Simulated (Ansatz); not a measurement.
# C₂H₆FIn: basis-set convergence

One table from this session's results is given with a row withheld; the runs are named, their logs left out.

Computed with Ansatz 0.2.0, Gaussian basis. Level: one geometry, several basis sets.

The runs, in order: PBE0-D4/def2-SVP; ωB97M-V/def2-SVP; PBE0-D4/def2-QZVPP; ωB97M-V/def2-QZVPP; the functionals' def2-TZVPP values are taken from earlier runs.

## The geometry

The geometry comes from an earlier relaxation with PBE0-D4 in a triple-zeta def2 set; it is a stationary point, not always the lowest conformer. In takes the def2 core potential; no spin-orbit term is included.

SMILES `C[CH](F)[InH2]`, 10 atoms, charge 0, spin multiplicity 1.

Atoms are counted from 1 here; the program's logs count them from 0.

Bond lengths: C1–C2 1.503 Å, C1–H5 1.095 Å, C1–H6 1.092 Å, C1–H7 1.094 Å, C2–F3 1.414 Å, C2–In4 2.197 Å, C2–H8 1.093 Å, In4–H9 1.729 Å, In4–H10 1.726 Å. Angles: C2–C1–H5 111.0°, C2–C1–H6 111.9°, C2–C1–H7 109.7°, H5–C1–H6 108.3°, H5–C1–H7 107.9°, H6–C1–H7 107.9°, C1–C2–F3 108.7°, C1–C2–In4 116.7°, C1–C2–H8 110.5°, F3–C2–In4 102.3°, F3–C2–H8 105.8°, In4–C2–H8 111.9°, C2–In4–H9 117.1°, C2–In4–H10 121.1°, H9–In4–H10 121.7°.

The first run:

in.yaml reads:

```yaml
crystal:
  periodic: [false, false, false]
  atoms:
    - {symbol: C, position_ang: [-0.140796, 1.253638, -0.575250]}
    - {symbol: C, position_ang: [0.633823, 0.180049, 0.137184]}
    - {symbol: F, position_ang: [0.870156, 0.597098, 1.467831]}
    - {symbol: In, position_ang: [-0.385225, -1.745452, 0.423841]}
    - {symbol: H, position_ang: [0.391282, 2.210492, -0.541480]}
    - {symbol: H, position_ang: [-1.131872, 1.397581, -0.139098]}
    - {symbol: H, position_ang: [-0.271887, 0.979252, -1.626576]}
    - {symbol: H, position_ang: [1.621216, 0.055097, -0.315772]}
    - {symbol: H, position_ang: [-2.079861, -1.696210, 0.762680]}
    - {symbol: H, position_ang: [0.493143, -3.231536, 0.406640]}
basis:
  gaussian: {orbitals: def2-SVP}
hamiltonian: {xc: pbe0, dispersion: d4}
output: {orbitals: {seedname: orbitals}}
```

Steps of the session up to this table: PBE0-D4 in def2-SVP; ωB97M-V in def2-SVP; PBE0-D4 in def2-QZVPP; ωB97M-V in def2-QZVPP.

One table of the session follows, with a row left open; its other results are not shown here.

```
functional       basis  HOMO (eV)  LUMO (eV)
   PBE0-D4    def2-SVP      -6.97      -1.73
   PBE0-D4  def2-TZVPP      -7.04      -1.79
   PBE0-D4  def2-QZVPP      -7.06      -1.81
   ωB97M-V    def2-SVP          ?          ?
   ωB97M-V  def2-TZVPP      -9.22      -0.33
   ωB97M-V  def2-QZVPP      -9.24      -0.37
```

Q: Estimate the row for ωB97M-V, def2-SVP from the others.

**Answer.** HOMO (eV): -9.12; LUMO (eV): -0.15. In the column «HOMO (eV)» it lies between ωB97M-V, def2-TZVPP (-9.22) and PBE0-D4, def2-QZVPP (-7.06).
